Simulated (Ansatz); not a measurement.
# BH₆NOSi: how energies converge with the basis set

How large a basis does BH₆NOSi need? Two functionals are run in growing sets.

Method: one geometry, several basis sets; program: Ansatz 0.2.0, Gaussian basis.

The runs, in order: PBE0-D4/def2-SVP; ωB97M-V/def2-SVP; PBE0-D4/def2-QZVPP; ωB97M-V/def2-QZVPP; the functionals' def2-TZVPP values are taken from earlier runs.

### 1 Structure used throughout

An earlier PBE0-D4 in a triple-zeta def2 set relaxation fixed the geometry.

SMILES `BO[SiH2]N`, 10 atoms, charge 0, spin multiplicity 1.

Atoms are counted from 1 here; the program's logs count them from 0.

Bond lengths: B1–O2 1.344 Å, B1–H5 1.205 Å, B1–H6 1.200 Å, O2–Si3 1.666 Å, Si3–N4 1.699 Å, Si3–H7 1.483 Å, Si3–H8 1.479 Å, N4–H9 1.006 Å, N4–H10 1.006 Å. Angles: O2–B1–H5 120.2°, O2–B1–H6 118.3°, H5–B1–H6 121.5°, B1–O2–Si3 132.0°, O2–Si3–N4 114.2°, O2–Si3–H7 107.5°, O2–Si3–H8 105.2°, N4–Si3–H7 108.3°, N4–Si3–H8 108.1°, H7–Si3–H8 113.6°, Si3–N4–H9 121.7°, Si3–N4–H10 121.7°, H9–N4–H10 111.8°.

### 2 PBE0-D4 in def2-SVP

The input, in.yaml:

```yaml
crystal:
  periodic: [false, false, false]
  atoms:
    - {symbol: B, position_ang: [-1.769474, 1.017169, 0.053754]}
    - {symbol: O, position_ang: [-0.784415, 0.361759, -0.583826]}
    - {symbol: Si, position_ang: [0.819182, 0.117310, -0.205313]}
    - {symbol: N, position_ang: [1.222061, -1.502171, 0.110859]}
    - {symbol: H, position_ang: [-1.550336, 1.568836, 1.102793]}
    - {symbol: H, position_ang: [-2.859906, 1.033284, -0.446902]}
    - {symbol: H, position_ang: [1.118355, 0.916072, 1.007588]}
    - {symbol: H, position_ang: [1.569926, 0.553452, -1.402321]}
    - {symbol: H, position_ang: [1.304705, -2.180400, -0.627972]}
    - {symbol: H, position_ang: [1.013003, -1.936512, 0.994239]}
basis:
  gaussian: {orbitals: def2-SVP}
hamiltonian: {xc: pbe0, dispersion: d4}
output: {orbitals: {seedname: orbitals}}
```

Launch:

```sh
> ansatz run in.yaml --threads 2 --pin off --events-out ev --progress --plain --max-ram 4352MiB
```

Further steps of the session: ωB97M-V in def2-SVP; PBE0-D4 in def2-QZVPP; ωB97M-V in def2-QZVPP.

Before running them: what should the planned runs give, taken together? Wanted: PBE0-D4: double and triple zeta above quadruple; ωB97M-V: double and triple zeta above quadruple.

The runs gave:

```
                                       quantity          value
PBE0-D4: double and triple zeta above quadruple  8.65, 0.55 eV
ωB97M-V: double and triple zeta above quadruple  8.82, 0.51 eV
```

What this shows: For PBE0-D4 the step from double to triple zeta gains 8.10 eV and the next only 0.55 eV. Total energies overstate the basis error of differences, where much of it tends to cancel. The LUMO of ωB97M-V is positive and keeps falling with the basis (1.87 to 1.14 eV): an unbound level that the basis holds in place.
